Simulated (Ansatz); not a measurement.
# CH5AlOSi: small, medium and large basis sets

An exercise on one series of results from a longer session: the logs are not shown, and one member is left open.

The runs use Ansatz 0.2.0, Gaussian basis; one geometry, several basis sets.

Plan: PBE0-D4/def2-SVP; ωB97M-V/def2-SVP; PBE0-D4/def2-QZVPP; ωB97M-V/def2-QZVPP; the functionals' def2-TZVPP values are taken from earlier runs.

## The relaxed structure

An earlier PBE0-D4 in a triple-zeta def2 set relaxation fixed the geometry.

SMILES `[SiH3][Al]1[CH2][O]1`, 9 atoms, charge 0, spin multiplicity 1.

Atoms are counted from 1 here; the program's logs count them from 0.

Bond lengths: Si1–Al2 2.434 Å, Si1–H5 1.487 Å, Si1–H6 1.487 Å, Si1–H7 1.486 Å, Al2–C3 1.890 Å, Al2–O4 1.714 Å, C3–O4 1.475 Å, C3–H8 1.091 Å, C3–H9 1.091 Å. Angles: Al2–Si1–H5 109.3°, Al2–Si1–H6 109.3°, Al2–Si1–H7 111.3°, H5–Si1–H6 108.5°, H5–Si1–H7 109.2°, H6–Si1–H7 109.2°, Si1–Al2–C3 173.9°, Si1–Al2–O4 138.1°, C3–Al2–O4 48.0°, Al2–C3–O4 59.7°, Al2–C3–H8 123.3°, Al2–C3–H9 123.2°, O4–C3–H8 112.9°, O4–C3–H9 112.8°, H8–C3–H9 111.4°, Al2–O4–C3 72.3°.

The first run:

The input, in.yaml:

```yaml
crystal:
  periodic: [false, false, false]
  atoms:
    - {symbol: Si, position_ang: [-0.720450, 1.472409, -1.271468]}
    - {symbol: Al, position_ang: [0.124765, -0.254643, 0.221324]}
    - {symbol: C, position_ang: [0.613090, -1.571720, 1.486359]}
    - {symbol: O, position_ang: [1.506162, -1.260799, 0.354230]}
    - {symbol: H, position_ang: [-2.011426, 1.024321, -1.859030]}
    - {symbol: H, position_ang: [-0.961320, 2.718552, -0.495907]}
    - {symbol: H, position_ang: [0.243041, 1.756410, -2.366848]}
    - {symbol: H, position_ang: [0.236762, -2.595013, 1.460546]}
    - {symbol: H, position_ang: [1.057877, -1.335816, 2.453793]}
basis:
  gaussian: {orbitals: def2-SVP}
hamiltonian: {xc: pbe0, dispersion: d4}
output: {orbitals: {seedname: orbitals}}
```

Launch:

```
$ ansatz run in.yaml --threads 2 --pin off --events-out ev --progress --plain --max-ram 4352MiB
```

Among the steps run: PBE0-D4 in def2-SVP; ωB97M-V in def2-SVP; PBE0-D4 in def2-QZVPP; ωB97M-V in def2-QZVPP.

One of the session's tables, all rows but one given; the rest of the session is left out.

| functional | basis | HOMO (eV) | LUMO (eV) |
| --- | --- | --- | --- |
| PBE0-D4 | def2-SVP | -6.27 | -1.49 |
| PBE0-D4 | def2-TZVPP | ? | ? |
| PBE0-D4 | def2-QZVPP | -6.33 | -1.64 |
| ωB97M-V | def2-SVP | -8.43 | 0.27 |
| ωB97M-V | def2-TZVPP | -8.48 | 0.07 |
| ωB97M-V | def2-QZVPP | -8.50 | -0.05 |

**Question.** Estimate the row for PBE0-D4, def2-TZVPP.

As computed: HOMO (eV): -6.30; LUMO (eV): -1.60. In the column «HOMO (eV)» it lies between PBE0-D4, def2-QZVPP (-6.33) and PBE0-D4, def2-SVP (-6.27).
